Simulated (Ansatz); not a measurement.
# B3LYP/6-31G(d) (Cartesian functions) run of CH4BClS (SMILES CSBCl)

What is the vertical ionisation energy of CH4BClS at B3LYP/6-31G* (Cartesian functions)? 

Program for the calculation: Ansatz 0.2.0.

94 further runs of the same task are left out: 94 set aside as unsound or not needed.

## (1) The structure to begin with

The species is CH4BClS (8 atoms), meant as a singlet with charge 0. SMILES: `CSBCl`. Geometry: relaxed at PBE0-D4/def2-TZVP. This is one conformer, not always the lowest.

Bond lengths: C1–S2 1.810 Å, S2–B3 1.766 Å, B3–Cl4 1.749 Å, C1–H5 1.088 Å, C1–H6 1.089 Å, C1–H7 1.089 Å, B3–H8 1.191 Å. Angles: C1–S2–B3 103.2°, S2–B3–Cl4 119.0°, S2–C1–H5 110.2°, S2–C1–H6 109.0°, S2–C1–H7 109.0°, S2–B3–H8 121.7°, Cl4–B3–H8 119.3°, H5–C1–H6 109.7°, H5–C1–H7 109.7°, H6–C1–H7 109.3°.

## (2) The energy at B3LYP/6-31G(d) (Cartesian functions)

in.yaml reads:

```yaml
basis:
  gaussian:
    orbitals: "6-31G*"
crystal:
  periodic: [false, false, false]
  atoms:
    - symbol: C
      position_ang: [-0.471000, 1.184200, 0.216300]
    - symbol: S
      position_ang: [0.979400, 0.341100, -0.461900]
    - symbol: B
      position_ang: [0.578900, -1.367600, -0.269600]
    - symbol: Cl
      position_ang: [1.728300, -2.572200, -0.805600]
    - symbol: H
      position_ang: [-1.201900, 0.455300, 0.560900]
    - symbol: H
      position_ang: [-0.157800, 1.812600, 1.049100]
    - symbol: H
      position_ang: [-0.912200, 1.808700, -0.559500]
    - symbol: H
      position_ang: [-0.451500, -1.719100, 0.214500]
hamiltonian:
  xc: {name: B3LYP}
accuracy: high
output: {orbitals: {seedname: orbitals}}
```

Run with:

```console
$ ansatz run in.yaml --threads 1 --pin off --max-ram 2610MiB --events-out events.jsonl --progress --plain --runs-dir runs
```

The log of the run:

```text
Warning: RAYON_NUM_THREADS=1 ignored (pool sized by the plan → 1); use --threads N
Functional definition: B3LYP
  name "B3LYP"
  parameter a0 = 0.2
  parameter ax = 0.72
  parameter ac = 0.81
  exchange = (1 - a0 - ax)*slater_x + ax*b88_x + a0*exact_x
  correlation = (1 - ac)*vwn_rpa_c + ac*lyp_c
1654 factors; integrals over basis functions are off by at most 3.8e-9 eV
mean field evaluation 1: about -25135.6905 eV, gradient 3.2e1 eV
mean field evaluation 2: about -25134.8676 eV, gradient 3.6e1 eV
mean field evaluation 4: about -25138.2251 eV, gradient 8.7e-1 eV
mean field evaluation 8: about -25138.3637 eV, gradient 1.3e-1 eV
mean field evaluation 16: about -25138.3638 eV, gradient 1.4e-5 eV
mean field -25138.36380021 eV, -923.8178302626 hartree, gradient 2.3e-8 eV, S^2 0.000000; 0 other end points of the search recorded, 0 dependent functions left out
reference -25138.36383660 eV, -923.8178316001 hartree; 24, 24 occupied and 52, 52 virtual orbitals, 1654 factors
Total energy: -25138.36383660 eV, -923.8178316001 hartree
```

Run time: 7.8 s. Hardware: 1 thread of Arm Neoverse V1, shared host; peak memory 0.24 GiB.

## (3) The doublet cation, same level

input.yaml reads:

```yaml
crystal:
  periodic: [false, false, false]
  atoms:
    - {symbol: C, position_ang: [-0.471000, 1.184200, 0.216300]}
    - {symbol: S, position_ang: [0.979400, 0.341100, -0.461900]}
    - {symbol: B, position_ang: [0.578900, -1.367600, -0.269600]}
    - {symbol: Cl, position_ang: [1.728300, -2.572200, -0.805600]}
    - {symbol: H, position_ang: [-1.201900, 0.455300, 0.560900]}
    - {symbol: H, position_ang: [-0.157800, 1.812600, 1.049100]}
    - {symbol: H, position_ang: [-0.912200, 1.808700, -0.559500]}
    - {symbol: H, position_ang: [-0.451500, -1.719100, 0.214500]}
basis:
  gaussian:
    orbitals: "6-31G*"
total_charge: 1
output: {orbitals: {seedname: orbitals}}
accuracy: high
magnetization:
  spin_polarized: true
  initial_magnetization: 1
hamiltonian:
  xc: {name: B3LYP}
```

Run with:

```console
$ ansatz run input.yaml --threads 1 --pin off --max-ram 2610MiB --events-out events.jsonl --progress --plain --runs-dir runs
```

The log of the run:

```text
Warning: RAYON_NUM_THREADS=1 ignored (pool sized by the plan → 1); use --threads N
[... 7 set-up lines as earlier in the session ...]
1653 factors; integrals over basis functions are off by at most 3.8e-9 eV
mean field evaluation 1: about -25123.3849 eV, gradient 3.3e1 eV
mean field evaluation 2: about -25120.1130 eV, gradient 3.9e1 eV
mean field evaluation 4: about -25128.4168 eV, gradient 1.2e0 eV
mean field evaluation 8: about -25128.5660 eV, gradient 1.5e-1 eV
mean field evaluation 16: about -25128.5661 eV, gradient 1.1e-4 eV
mean field evaluation 32: about -25128.5661 eV, gradient 6.9e-8 eV
mean field -25128.56611294 eV, -923.4577718967 hartree, gradient 6.9e-8 eV, S^2 0.756933; 3 other end points of the search recorded, 0 dependent functions left out
reference -25128.56614921 eV, -923.4577732297 hartree; 24, 23 occupied and 52, 53 virtual orbitals, 1653 factors
Total energy: -25128.56614921 eV, -923.4577732297 hartree
```

Run time: 21 s. Hardware: 1 thread of Arm Neoverse V1, shared host; peak memory 0.35 GiB.

## (4) Summary of results

Level: B3LYP/6-31G* (Cartesian functions).

```
                                          quantity          value
                     singlet CH4BClS: total energy  -923.81783 Eh
                      singlet CH4BClS: HOMO energy       -7.39 eV
                      singlet CH4BClS: LUMO energy       -1.00 eV
                    singlet CH4BClS: HOMO–LUMO gap        6.39 eV
                      doublet cation: total energy  -923.45777 Eh
doublet cation: HOMO energy (highest over α and β)      -14.04 eV
 doublet cation: LUMO energy (lowest over α and β)      -12.19 eV
                              doublet cation: ⟨S²⟩          0.757
vertical ionisation energy (to the doublet cation)       9.798 eV
```

What this shows: The vertical ionisation energy comes to 9.80 eV (945 kJ/mol). −ε(HOMO) before ionisation, 7.39 eV, is 2.41 eV below this ionisation energy.
